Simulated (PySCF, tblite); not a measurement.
# C₁₃H₃F₃S₅: electronic excitations, NMR shifts, part 2 of 2

tblite 0.8.0 and PySCF 2.14.0. Atoms count from 0. Earlier steps stand in the parts before.

### 5 NMR shifts: GIAO KT3/pcSseg-1

Job settings and geometry (Å):

```
{"job": {"kind": "nmr", "xc": "KT3", "basis": "pcSseg-1", "pop": false}, "charge": 0, "multiplicity": 1}
F     -3.243634     3.910410    -0.781835
C     -3.512405     3.026798    -1.758749
F     -4.468881     2.214211    -1.276914
F     -4.070079     3.721677    -2.759536
C     -2.298096     2.276656    -2.191827
C     -1.794018     2.284996    -3.460465
S     -0.381442     1.317985    -3.638014
C     -0.443757     0.874479    -1.971093
C     -1.527468     1.467235    -1.325636
S     -1.634467     1.052050     0.356941
C     -0.208658     0.072130     0.190589
C      0.314737     0.073182    -1.103730
S      1.739176    -0.907625    -1.266916
C      1.633158    -1.323049     0.416107
C      2.386586    -2.122449     1.289894
S      3.797923    -3.107963     1.180880
C      3.665727    -3.504462     2.860577
C      2.606721    -2.922140     3.479687
C      1.867725    -2.126719     2.583135
S      0.441309    -1.144205     2.743602
C      0.547219    -0.727929     1.060696
H     -2.183888     2.814434    -4.306661
H      4.397051    -4.157973     3.292233
H      2.362418    -3.049872     4.517261
```

With the program's defaults for keys left out, this is: GIAO KT3/pcSseg-1 NMR shielding, non-relativistic, gas phase.

The log of the run:

```text
start: PBE on a coarse grid of 26214 points
cycle   1  E = -2785.3980963374  dE =  4.383e+00  |g| = 1.059e+00  |ddm| = 6.932e+00
cycle   2  E = -2784.7939031934  dE =  6.042e-01  |g| = 2.053e+00  |ddm| = 2.777e+00
cycle   3  E = -2785.5948598344  dE = -8.010e-01  |g| = 2.405e-01  |ddm| = 2.159e+00
cycle   4  E = -2785.6031368120  dE = -8.277e-03  |g| = 1.735e-01  |ddm| = 5.492e-01
cycle   5  E = -2785.6111948528  dE = -8.058e-03  |g| = 4.835e-02  |ddm| = 2.562e-01
cycle   6  E = -2785.6117011463  dE = -5.063e-04  |g| = 2.285e-02  |ddm| = 7.875e-02
cycle   7  E = -2785.6118244227  dE = -1.233e-04  |g| = 7.801e-03  |ddm| = 3.295e-02
final grid: 235187 points
cycle   8  E = -2813.4274703056  dE = -5.548e-02  |g| = 3.885e-01  |ddm| = 9.212e-01
cycle   9  E = -2813.4033888330  dE =  2.408e-02  |g| = 4.985e-01  |ddm| = 6.855e-01
cycle  10  E = -2813.4381365739  dE = -3.475e-02  |g| = 1.374e-01  |ddm| = 5.559e-01
cycle  11  E = -2813.4414458441  dE = -3.309e-03  |g| = 6.219e-02  |ddm| = 2.492e-01
cycle  12  E = -2813.4425343404  dE = -1.088e-03  |g| = 1.314e-02  |ddm| = 9.710e-02
cycle  13  E = -2813.4425746899  dE = -4.035e-05  |g| = 4.385e-03  |ddm| = 2.193e-02
cycle  14  E = -2813.4425815032  dE = -6.813e-06  |g| = 1.572e-03  |ddm| = 7.224e-03
cycle  15  E = -2813.4425809386  dE =  5.646e-07  |g| = 8.091e-04  |ddm| = 2.882e-03
cycle  16  E = -2813.4425842128  dE = -3.274e-06  |g| = 1.424e-04  |ddm| = 1.121e-03
cycle  17  E = -2813.4425833123  dE =  9.004e-07  |g| = 7.961e-05  |ddm| = 3.153e-04
converged SCF energy = -2813.4425833123

GIAO shielding tensors (ppm)
atom      isotropic    diamagn.    paramagn.     s11        s22        s33       span
  0 F      231.521     478.946    -247.425    154.827    217.009    322.727    167.900
  1 C       55.959     246.497    -190.539     48.896     53.621     65.359     16.463
  2 F      231.627     478.832    -247.205    154.930    217.165    322.786    167.856
  3 F      251.857     463.016    -211.158    176.550    230.649    348.373    171.823
  4 C       64.111     261.836    -197.725      7.366     54.662    130.304    122.938
  5 C       65.713     261.734    -196.021     -3.309     67.741    132.705    136.014
  6 S      354.225    1059.080    -704.856    221.364    378.159    463.150    241.786
  7 C       57.055     261.028    -203.973     17.774     40.399    112.992     95.218
  8 C       53.895     265.419    -211.523     11.967     49.453    100.266     88.299
  9 S      365.961    1061.092    -695.131    209.262    411.729    476.892    267.630
 10 C       54.564     259.846    -205.282     16.995     46.851     99.844     82.849
 11 C       59.603     260.410    -200.807     21.322     54.358    103.128     81.807
 12 S      373.775    1059.476    -685.701    218.646    424.063    478.616    259.970
 13 C       57.993     261.473    -203.480     18.794     53.219    101.965     83.171
 14 C       58.308     259.205    -200.897     17.106     41.699    116.119     99.013
 15 S      349.574    1059.854    -710.280    214.850    371.468    462.404    247.554
 16 C       64.732     269.614    -204.881     -7.966     72.600    129.563    137.529
 17 C       70.776     244.251    -173.476      1.570     58.026    152.731    151.162
 18 C       49.774     263.664    -213.890      9.687     44.848     94.787     85.100
 19 S      369.292    1059.901    -690.609    212.706    419.810    475.361    262.654
 20 C       56.308     258.161    -201.853     19.220     49.563    100.142     80.922
 21 H       24.509      31.441      -6.932     19.745     26.636     27.147      7.403
 22 H       24.783      29.132      -4.349     20.836     24.874     28.639      7.803
 23 H       24.586      29.938      -5.353     20.149     26.162     27.445      7.296
```

Wall time 19 s (2 threads of Arm Neoverse V2, shared host); peak memory 0.92 GiB.

Shifts follow as δ = σ(reference) − σ, with reference shieldings (ppm) from runs at the same level and on the same kind of geometry: 1H TMS 31.76, 13C TMS 184.7, 19F CFCl3 142.4. The references are single molecules in the gas phase, so shifts against H2O, NH3, PH3, H3PO4 or CFCl3 are not on the usual liquid scales and can be off by tens of ppm. Atoms listed in one row are averaged.

| atoms | environment | σ (ppm) | δ (ppm) |
| --- | --- | --- | --- |
| C18 | ring-fusion aromatic carbon | 49.8 | 134.9 |
| C8 | ring-fusion aromatic carbon | 53.9 | 130.8 |
| C10 | ring-fusion aromatic carbon | 54.6 | 130.1 |
| C1 | CF3 carbon | 56.0 | 128.7 |
| C20 | ring-fusion aromatic carbon | 56.3 | 128.4 |
| C7 | ring-fusion aromatic carbon | 57.1 | 127.6 |
| C13 | ring-fusion aromatic carbon | 58.0 | 126.7 |
| C14 | ring-fusion aromatic carbon | 58.3 | 126.4 |
| C11 | ring-fusion aromatic carbon | 59.6 | 125.1 |
| C4 | substituted aromatic carbon | 64.1 | 120.6 |
| C16 | aromatic CH next to the ring sulfur | 64.7 | 120.0 |
| C5 | aromatic CH next to the ring sulfur | 65.7 | 119.0 |
| C17 | aromatic CH | 70.8 | 113.9 |
| H21 | hydrogen on an aromatic CH next to the ring sulfur | 24.51 | 7.25 |
| H23 | hydrogen on an aromatic CH | 24.59 | 7.17 |
| H22 | hydrogen on an aromatic CH next to the ring sulfur | 24.78 | 6.97 |
| F0, F2, F3 | fluorine of a CF3 group | 238.3 | -95.9 |
| S15 | aromatic ring sulfur | 350 | – |
| S6 | aromatic ring sulfur | 354 | – |
| S9 | aromatic ring sulfur | 366 | – |
| S19 | aromatic ring sulfur | 369 | – |
| S12 | aromatic ring sulfur | 374 | – |

Ring of atoms C4, C5, S6, C7, C8: NICS(0) -11.5, NICS(1) -9.2, NICS(1)zz -19.2 ppm (means of both faces).

Ring of atoms C7, C8, S9, C10, C11: NICS(0) -9.8, NICS(1) -8.0, NICS(1)zz -15.0 ppm (means of both faces).

Ring of atoms C10, C11, S12, C13, C20: NICS(0) -9.7, NICS(1) -7.7, NICS(1)zz -14.0 ppm (means of both faces).

### 6 Outcome

The summary covers parts 1 to 2.

| quantity | value |
| --- | --- |
| strongest single infrared mode (GFN2-xTB) | 1183 cm⁻¹, 353 km/mol |
| zero-point energy (GFN2-xTB) | 76.7 kcal/mol |
| lowest singlet (CAM-B3LYP/def2-SVP) | 4.03 eV (308 nm), f = 1.068 |
| lowest triplet | 2.59 eV |
| potential on the surface of density 0.002 e/bohr³, 1st and 99th percentile | -0.60 V and 1.34 V |
| 13C shifts against TMS (KT3/pcSseg-1) | 134.9, 130.8, 130.1, 128.7, 128.4, 127.6, 126.7, 126.4, 125.1, 120.6, 120.0, 119.0, 113.9 ppm |
| 1H shifts against TMS (KT3/pcSseg-1) | 7.25, 7.17, 6.97 ppm |
| 19F shifts against CFCl3 (KT3/pcSseg-1, means over atoms taken as alike) | -95.9 ppm |
| shieldings of S (KT3/pcSseg-1) | S15 349.6, S6 354.2, S9 366.0, S19 369.3, S12 373.8 ppm |

What this shows: All 66 modes are real, so the xTB geometry is a minimum. The strongest single mode, at 1183 cm⁻¹, moves mainly C1. Unscaled tight-binding wavenumbers are off by several per cent, some by more. Its intensities can rank the bands wrongly. The lowest singlet, at 4.03 eV, is HOMO→LUMO 0.94 and is bright. The lowest triplet lies 1.44 eV below the lowest singlet. By nearest atom (CAM-B3LYP/def2-SVP), the HOMO sits on 5 C atoms about 10 % each; C5, C8, C10 about 8 % each and the LUMO on C5 10 %; 6 C atoms about 7 % each. NICS(1)zz of -19 ppm above the planar ring from C4 marks a diatropic (aromatic) ring current. NICS(1)zz of -15 ppm above the planar ring from C7 marks a diatropic (aromatic) ring current.
